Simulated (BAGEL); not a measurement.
# C2H5FSi (SMILES CC[Si]F): HF/6-31G(d) (density fitting with qzvpp-jkfit, spherical functions)

Aim: the energy change on altering one bond length of C2H5FSi at HF/6-31G* (density fitting with qzvpp-jkfit, spherical functions), from 2 runs. 

The calculation is run with BAGEL 1.2.2.

### Step 1. Starting point

The species is C2H5FSi (9 atoms), meant as a singlet with charge 0. As SMILES, `CC[Si]F`. The shape is that of a PBE0-D4/def2-TZVP optimisation. This is one conformer, not always the lowest.

Bond lengths: C1–C2 1.523 Å, C2–Si3 1.891 Å, Si3–F4 1.621 Å, C1–H5 1.091 Å, C1–H6 1.093 Å, C1–H7 1.093 Å, C2–H8 1.106 Å, C2–H9 1.099 Å. Some angles: C1–C2–Si3 119.6°, C2–Si3–F4 100.1°, C1–C2–H8 110.7°, C1–C2–H9 112.0°, Si3–C2–H8 102.3°, Si3–C2–H9 107.2°, C2–C1–H5 111.2°, C2–C1–H6 111.9°, C2–C1–H7 111.2°, H8–C2–H9 103.6°.

### Step 2. A single-point energy at HF/6-31G(d) (density fitting with qzvpp-jkfit, spherical functions)

input.json reads:

```json
{ "bagel": [

{
  "title": "molecule",
  "basis": "6-31gs.json",
  "df_basis": "qzvpp-jkfit",
  "angstrom": true,
  "geometry": [
    { "atom": "C", "xyz": [   -0.384800,    0.808200,   -0.298200 ] },
    { "atom": "C", "xyz": [    0.090700,   -0.249100,    0.690200 ] },
    { "atom": "Si", "xyz": [    1.193500,   -1.662100,    0.086400 ] },
    { "atom": "F", "xyz": [    0.886100,   -1.602100,   -1.503600 ] },
    { "atom": "H", "xyz": [   -0.878900,    0.351500,   -1.157400 ] },
    { "atom": "H", "xyz": [   -1.087300,    1.508200,    0.161100 ] },
    { "atom": "H", "xyz": [    0.453300,    1.392500,   -0.685300 ] },
    { "atom": "H", "xyz": [   -0.769100,   -0.791300,    1.126000 ] },
    { "atom": "H", "xyz": [    0.585000,    0.197700,    1.563800 ] }
  ]
},
{ "title": "hf" },
{ "title": "print", "file": "orbitals.molden", "orbitals": true }

]}
```

The basis set 6-31G* is read from a file made from the Basis Set Exchange's data (not shown).

Run with:

```console
$ BAGEL_NUM_THREADS=1 BAGEL input.json > input.out
```

Standard output:

```text
* using 1 threads per process

  ===============================================================
  ===============================================================

  *** Geometry ***

  { "atom" : "C", "xyz" : [     -0.727167,      1.527277,     -0.563516 ] },
  { "atom" : "C", "xyz" : [      0.171398,     -0.470731,      1.304289 ] },
  { "atom" : "Si", "xyz" : [      2.255388,     -3.140914,      0.163272 ] },
  { "atom" : "F", "xyz" : [      1.674486,     -3.027530,     -2.841392 ] },
  { "atom" : "H", "xyz" : [     -1.660880,      0.664239,     -2.187169 ] },
  { "atom" : "H", "xyz" : [     -2.054699,      2.850085,      0.304435 ] },
  { "atom" : "H", "xyz" : [      0.856613,      2.631444,     -1.295029 ] },
  { "atom" : "H", "xyz" : [     -1.453388,     -1.495340,      2.127832 ] },
  { "atom" : "H", "xyz" : [      1.105490,      0.373599,      2.955154 ] },

  Number of auxiliary basis functions:      445

  Since a DF basis is specified, we compute 2- and 3-index integrals:
    o Being stored without compression. Storage requirement is 0.017 GB

  Number of basis functions:       70
  Number of electrons      :       40

    * METHOD: MOLECULE                             0.20

  *** RHF ***

  === Nuclear Repulsion ===
   156.5007983419

      * DIIS with orbital gradients will be used.

  === RHF iteration (6-31gs.json) ===
      0       -466.81946110          0.02120672           0.05
      1       -466.95168205          0.01289923           0.05
      2       -467.01066699          0.00173724           0.05
      3       -467.01242600          0.00059852           0.05
      4       -467.01260575          0.00011584           0.05
      5       -467.01262123          0.00002639           0.05
      6       -467.01262211          0.00000732           0.05
      7       -467.01262216          0.00000248           0.05
      8       -467.01262216          0.00000086           0.05
      9       -467.01262216          0.00000027           0.05
     10       -467.01262216          0.00000010           0.05
     11       -467.01262216          0.00000004           0.05
     12       -467.01262216          0.00000002           0.05
     13       -467.01262216          0.00000001           0.05
    * SCF iteration converged.

    * Permanent dipole moment:
           (    0.216664,    -0.353524,    -0.470992) a.u.

    * METHOD: HF                                   0.80

    * METHOD: PRINT                                0.01

  ===============================================================
```

Run time: 1.2 s. Hardware: 1 thread of Arm Neoverse V1, shared host; peak memory 0.093 GiB.

### Step 3. The distorted shape at the same level

input.json reads:

```json
{ "bagel" : [

{
  "title" : "molecule",
  "basis" : "6-31gs.json",
  "df_basis" : "qzvpp-jkfit",
  "angstrom" : true,
  "geometry" : [
    { "atom" : "C", "xyz" : [       0.303011,       1.241942,      -0.646825 ] },
    { "atom" : "C", "xyz" : [       0.778511,       0.184642,       0.341575 ] },
    { "atom" : "Si", "xyz" : [       1.881311,      -1.228358,      -0.262225 ] },
    { "atom" : "F", "xyz" : [       1.573911,      -1.168358,      -1.852225 ] },
    { "atom" : "H", "xyz" : [      -0.191089,       0.785242,      -1.506025 ] },
    { "atom" : "H", "xyz" : [      -0.399489,       1.941942,      -0.187525 ] },
    { "atom" : "H", "xyz" : [       1.141111,       1.826242,      -1.033925 ] },
    { "atom" : "H", "xyz" : [      -0.769100,      -0.791300,       1.126000 ] },
    { "atom" : "H", "xyz" : [       1.272811,       0.631442,       1.215175 ] }
  ]
},

{ "title" : "hf" },

{ "title" : "print", "file" : "orbitals.molden", "orbitals" : true }

]}
```

The basis set 6-31G* is read from a file made from the Basis Set Exchange's data (not shown).

Run with:

```console
$ BAGEL_NUM_THREADS=1 BAGEL input.json > input.out
```

Standard output:

```text
* using 1 threads per process

  ===============================================================
  ===============================================================

  *** Geometry ***

  { "atom" : "C", "xyz" : [      0.572608,      2.346930,     -1.222322 ] },
  { "atom" : "C", "xyz" : [      1.471173,      0.348923,      0.645483 ] },
  { "atom" : "Si", "xyz" : [      3.555163,     -2.321260,     -0.495533 ] },
  { "atom" : "F", "xyz" : [      2.974261,     -2.207877,     -3.500198 ] },
  { "atom" : "H", "xyz" : [     -0.361106,      1.483892,     -2.845975 ] },
  { "atom" : "H", "xyz" : [     -0.754925,      3.669739,     -0.354371 ] },
  { "atom" : "H", "xyz" : [      2.156387,      3.451097,     -1.953835 ] },
  { "atom" : "H", "xyz" : [     -1.453388,     -1.495340,      2.127832 ] },
  { "atom" : "H", "xyz" : [      2.405264,      1.193252,      2.296348 ] },

  Number of auxiliary basis functions:      445

  Since a DF basis is specified, we compute 2- and 3-index integrals:
    o Being stored without compression. Storage requirement is 0.017 GB

  Number of basis functions:       70
  Number of electrons      :       40

    * METHOD: MOLECULE                             0.20

  *** RHF ***

  === Nuclear Repulsion ===
   153.7684679574

      * DIIS with orbital gradients will be used.

  === RHF iteration (6-31gs.json) ===
      0       -466.68543771          0.02095383           0.05
      1       -466.81658683          0.01322787           0.05
      2       -466.88013005          0.00181996           0.05
      3       -466.88256022          0.00051108           0.05
      4       -466.88272190          0.00017187           0.05
      5       -466.88275409          0.00006248           0.05
      6       -466.88275837          0.00003006           0.05
      7       -466.88275958          0.00001100           0.05
      8       -466.88275979          0.00000329           0.05
      9       -466.88275980          0.00000115           0.05
     10       -466.88275981          0.00000052           0.05
     11       -466.88275981          0.00000023           0.05
     12       -466.88275981          0.00000009           0.05
     13       -466.88275981          0.00000003           0.05
     14       -466.88275981          0.00000002           0.05
     15       -466.88275981          0.00000001           0.05
    * SCF iteration converged.

    * Permanent dipole moment:
           (   -0.134465,    -0.682878,    -0.204581) a.u.

    * METHOD: HF                                   0.88

    * METHOD: PRINT                                0.01

  ===============================================================
```

Wall time 1.3 s (1 thread of Arm Neoverse V1, shared host); peak memory 0.094 GiB.

### Step 4. Summary of results

At HF/6-31G* (density fitting with qzvpp-jkfit, spherical functions):

| quantity | value |
| --- | --- |
| first shape: total energy | -467.01262 Eh |
| first shape: dipole moment | 1.59 D |
| first shape: HOMO energy | -8.93 eV |
| first shape: LUMO energy | 1.30 eV |
| first shape: HOMO–LUMO gap | 10.23 eV |
| distorted shape: total energy | -466.88276 Eh |
| distorted shape: dipole moment | 1.84 D |
| distorted shape: HOMO energy | -9.18 eV |
| distorted shape: LUMO energy | 0.69 eV |
| distorted shape: HOMO–LUMO gap | 9.87 eV |
| energy change with the C2–H8 bond stretched from 1.106 to 1.991 Å | 3.534 eV |

One bond (distorted shape) is far stretched, which a spin-restricted single reference describes badly; a broken-symmetry solution may lie lower. With the C2–H8 bond stretched from 1.106 to 1.991 Å the energy rises by 3.53 eV (81 kcal/mol). The first shape isn't relaxed at this level, so the change isn't measured from a minimum. A restricted reference can't describe the breaking bond well at this length.
